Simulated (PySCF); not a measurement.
# C2H8GeOS: the cost of one run

The runs use PySCF 2.14.0, with density-fitted response routines of our own; the level of theory stands in each step. All values are computed, except where a source is named. Atoms count from 0, in the outputs and in this text.

## (1) The molecule as given

13 atoms, charge 0, multiplicity 1; geometry from: GFN2-xTB. The atoms were then displaced at random by about 0.01 Å, so the start is not that level's minimum.

Bonds of the start (Å): C0–O1 1.41, O1–Ge2 1.76, Ge2–S3 2.25, S3–C4 1.82, C0–H5 1.12, C0–H6 1.08, C0–H7 1.07, Ge2–H8 1.53, Ge2–H9 1.49, C4–H10 1.10, C4–H11 1.09, C4–H12 1.06.

## (2) Optimising the geometry at PBE0-D3(BJ)/def2-SVP

Job settings and geometry (Å):

```
{"job": {"xc": "PBE0", "basis": "def2-SVP", "d3": "d3bj", "grid": 1, "shake": 0.01, "kind": "geom"}, "charge": 0, "multiplicity": 1}
C     -1.980940    -0.539150     0.054220
O     -1.187260     0.553580     0.463040
Ge    -0.002600     1.400660    -0.521250
S      1.570240    -0.032680    -1.245420
C      2.025420    -0.760120     0.355060
H     -2.775660    -0.169650    -0.648570
H     -2.471660    -0.917960     0.943770
H     -1.405100    -1.299940    -0.437120
H      0.490630     2.357390     0.572190
H     -0.621530     2.082260    -1.696170
H      2.525830    -0.004420     0.972740
H      1.158750    -1.128510     0.894540
H      2.679700    -1.558350     0.132520
```

Launch:

```console
> OMP_NUM_THREADS=1 python probes_run.py task.json out
```

This one command runs all jobs of the session in turn.

**Question.** How long does this first job take on 1 thread of AMD EPYC 9R45, shared host, and how much memory does it need?

About 29 s, with a peak of 0.57 GiB.
